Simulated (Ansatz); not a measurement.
# Cd2TeS: how the settings move a single-point run

Question: which choices in the input matter for Cd2TeS? The cell is built on a prototype (ordering on rocksalt) and needn't be the phase found in nature.

Computed with Ansatz 0.2.0 (reference: DFT, r2SCAN, plane waves, PAW, unless a step's input says otherwise).

1 further run of the same task is left out (for a known fault of the program).

## (1) The system as given

The structure is tetragonal, space group P4/mmm (No. 123). The conventional cell has a = 4.114 Å, b = 4.114 Å, c = 5.770 Å, α = 90.00°, β = 90.00°, γ = 90.00°. S (site symmetry 4/mmm) has 6 Cd at 2.88 to 2.91 Å as nearest neighbours. Cd (site symmetry 4/mmm) is surrounded by 2 S at 2.88 Å and 4 Te at 2.91 Å. Te (site symmetry 4/mmm) has 6 Cd at 2.88 to 2.91 Å as nearest neighbours. Cd (site symmetry 4/mmm) is surrounded by 2 Te at 2.88 Å and 4 S at 2.91 Å.

Coordinates:

```xyz
4
Lattice="4.1137 0.0000 0.0000 0.0000 4.1137 0.0000 0.0000 0.0000 5.7695" Properties=species:S:1:pos:R:3 pbc="T T T"
S     0.0000    0.0000    0.0000
Cd    0.0000    0.0000    2.8848
Te    2.0569    2.0569    2.8848
Cd    2.0569    2.0569    0.0000
```

## (2) Reference

Contents of input.yaml:

```yaml
crystal:
  lattice:
    - [4.1137293873, 0.0, 0.0]
    - [0.0, 4.1137293873, 0.0]
    - [0.0, 0.0, 5.7695416818]
  atoms:
    - { symbol: S, position: [0.0, 0.0, 0.0] }
    - { symbol: Cd, position: [0.0, 0.0, 0.5] }
    - { symbol: Te, position: [0.5, 0.5, 0.5] }
    - { symbol: Cd, position: [0.5, 0.5, 0.0] }
kpoints:
  mp_grid: { grid: [4, 4, 4] }
hamiltonian:
  xc: r2scan
scf:
  occupations: { method: fermi_dirac, width: 0.02 }
  n_extra_bands: 5
output:
  forces: true
  stress: true
  eigenvalues: true
```

The run is started by

```
$ ansatz run input.yaml --threads 4 --pin off --max-ram 3686MiB --backend cpu --events-out ev --progress --plain --runs-dir out
```

## (3) Changing settings: ecutwfc 350

Edit input.yaml of step 2 so:

```diff
@@ -21 +21,3 @@
   eigenvalues: true
+basis:
+  ecutwfc: 350
```

## (4) Changing settings: ecutwfc 250

Edit input.yaml of step 2 so:

```diff
@@ -21 +21,3 @@
   eigenvalues: true
+basis:
+  ecutwfc: 250
```

## (5) Variant: xc mr2scan

Edit input.yaml of step 2 so:

```diff
@@ -13,3 +13,3 @@
 hamiltonian:
-  xc: r2scan
+  xc: mr2scan
 scf:
```

**Question.** What will these runs give? Wanted: for each run, ending; energy change; pressure; gap; force.

As calculated:

| run | ending | energy change | pressure (GPa) | gap (eV) | force (eV/Å) | cycles | time |
| --- | --- | --- | --- | --- | --- | --- | --- |
| reference | converged | 0 | 0.0 | 0.00 | 0.00 | 7 | 3.9 s |
| 1: ecutwfc 350 | converged | +7.8 meV/atom | 0.0 | 0.00 | 0.00 | 7 | 2.1 s |
| 2: ecutwfc 250 | converged | +1.02 eV/atom | 0.1 | 0.00 | 0.00 | 8 | 1.5 s |
| 3: xc mr2scan | converged | not comparable | 0.0 | 0.00 | 0.00 | 7 | 3.3 s |

Residual by cycle in the longest SCF loop of each run; runs are numbered as in the table. The quantity is the density residual dr2, in eV.

| cycle | reference | run 1 | run 2 | run 3 |
| --- | --- | --- | --- | --- |
| 1 | 0.0267 | 0.0258 | 0.226 | 0.0267 |
| 2 | 0.0159 | 0.0162 | 0.223 | 0.0159 |
| 3 | 9.3e-4 | 8.5e-4 | 0.00634 | 9.3e-4 |
| 4 | 1.3e-4 | 1.2e-4 | 4.4e-4 | 1.3e-4 |
| 5 | 8.7e-6 | 9.2e-6 | 4.1e-5 | 8.7e-6 |
| 6 | 4.7e-7 | 4.5e-7 | 3.2e-6 | 4.7e-7 |
| 7 | 2.6e-8 | 2.7e-8 | 2.0e-7 | 2.6e-8 |
| 8 | - | - | 1.6e-8 | - |

Of the converged runs whose energies compare with the reference's, «ecutwfc 250» moves the energy most (+1.02 eV/atom) and «ecutwfc 350» least (+7.8 meV/atom). Semilocal functionals close small gaps, so the missing gap need not be the real solid's. Runs 1 and 2 ran under the cutoff that the potentials recommend, as the log warns, so basis error is mixed into their values, and swamps them where the cutoff is far short. Of the variants the dearest is «xc mr2scan» (3.3 s), the cheapest «ecutwfc 250» (1.5 s), on a shared host.
